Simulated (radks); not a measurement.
# Nuclear size and the levels of Pm⁺

The task here is to estimate one member of a computed series from the others.

The numbers are computed with radks (a radial shooting solver on a logarithmic mesh, Libxc functionals) version 1 (Dirac Kohn-Sham, LDA (Slater exchange, Perdew-Wang correlation), spin-unpolarised, spherical densities, finite nucleus; open shells fill j = l - 1/2 first), except any that are marked as measured or tabulated.

### The system

- element: promethium (Z = 61)
- charge: +1
- electrons: 60
- configuration: [Xe] 4f5 6s1
- nuclear rms radius: 4.962 fm

Set-up of the first run:

The run's settings:

```text
Z 61
configuration [Xe] 4f5 6s1 5d0 6p0
relativity Dirac
functional lda,pw
spin unpolarised
j_filling energy
nucleus finite rms 4.962 fm
c 137.035999084
```

Among the steps run: rms radius 4.962 fm.

One table of the session follows, with a row left open; its other results are not shown here.

It belongs to the step «rms radius 4.962 fm». Sizes of the orbitals, from the radial functions (bohr):

```
level    <r>  outermost maximum (interpolated)  90 % within  nodes
5p3/2      ?                                 ?            ?      ?
6s1/2  3.917                              3.46         5.66      5
4f5/2  1.046                             0.635         1.85      0
4f7/2  1.065                             0.640         1.89      0
5d3/2  2.810                              2.13         4.44      2
5d5/2  2.874                              2.18         4.54      2
6p1/2  4.798                              4.23         6.96      4
6p3/2  5.013                              4.45         7.25      4
```

Q: Estimate the row for 5p3/2 from the others.

The run gave: <r>: 1.722; outermost maximum (interpolated): 1.49; 90 % within: 2.53; nodes: 3. In the column «<r>» it lies between 4f7/2 (1.065) and 5d3/2 (2.810).
